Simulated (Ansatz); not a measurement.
# La2NiO4: the cost of one run

Computed with Ansatz 0.2.0 (reference: DFT r2SCAN+U, plane waves, PAW, scalar-relativistic, collinear spin, unless a step's input says otherwise).

### Step 1. The system as given

The structure is tetragonal, space group I4/mmm (No. 139). Conventional cell: a = 3.917 Å, b = 3.917 Å, c = 12.817 Å, α = 90.00°, β = 90.00°, γ = 90.00°. Around La (site symmetry 4mm) lie 5 O at 2.34 to 2.63 Å. Ni (site symmetry 4/mmm) is surrounded by 6 O at 1.96 to 2.30 Å. Around O (site symmetry mmm) lie 2 Ni at 1.96 Å and 4 La at 2.63 Å. O (site symmetry 4mm) is surrounded by 1 Ni at 2.30 Å and 1 La at 2.34 Å.

As a file:

```cif
data_structure
_symmetry_space_group_name_H-M 'P 1'
_symmetry_Int_Tables_number 1
_cell_length_a 6.9813
_cell_length_b 6.9813
_cell_length_c 6.9813
_cell_angle_alpha 147.417
_cell_angle_beta 147.417
_cell_angle_gamma 46.747
_cell_volume 98.32
loop_
_atom_site_label
_atom_site_type_symbol
_atom_site_fract_x
_atom_site_fract_y
_atom_site_fract_z
_atom_site_occupancy
La1 La 0.36250 0.36250 0.00000 1
La2 La 0.63750 0.63750 0.00000 1
Ni1 Ni 0.00000 0.00000 0.00000 1
O1 O 0.50000 0.00000 0.50000 1
O2 O 0.00000 0.50000 0.50000 1
O3 O 0.17970 0.17970 0.00000 1
O4 O 0.82030 0.82030 0.00000 1
```

### Step 2. The reference run

Contents of input.yaml:

```yaml
crystal:
  lattice:
    - [-1.9584439, 1.9584439, 6.40839628]
    - [1.9584439, -1.9584439, 6.40839628]
    - [1.9584439, 1.9584439, -6.40839628]
  atoms:
    - { symbol: La, position: [0.3625, 0.3625, 0.0] }
    - { symbol: La, position: [0.6375, 0.6375, 0.0] }
    - { symbol: Ni, position: [0.0, 0.0, 0.0], spin: 1.6 }
    - { symbol: O, position: [0.5, 0.0, 0.5] }
    - { symbol: O, position: [0.0, 0.5, 0.5] }
    - { symbol: O, position: [0.1797, 0.1797, 0.0] }
    - { symbol: O, position: [0.8203, 0.8203, 0.0] }
kpoints:
  mp_grid: { grid: [6, 6, 6], shift: [0, 0, 0] }
magnetization:
  spin_polarized: true
scf:
  occupations: { method: fermi_dirac }
hamiltonian:
  pseudopotentials: { kind: paw }
  xc: r2scan
  hubbard:
    projectors: all-electron-ortho-atomic
    sites: [{ species: Ni, l: d, u_eff: 1.56 }]
basis:
  ecutwfc: 500
output:
  forces: true
  stress: true
  eigenvalues: true
relax:
  max_steps: 40
  cell: {}
```

On the command line:

```console
$ ansatz run input.yaml --threads 1 --pin off --max-ram 2560MiB --backend cpu --events-out ev --progress --plain --runs-dir out
```

**Question.** How long does this run take on 1 thread of Intel Xeon 6975P-C (Granite Rapids), shared host, and how much memory does it need?

About 3.3 min, with a peak of 0.99 GiB.
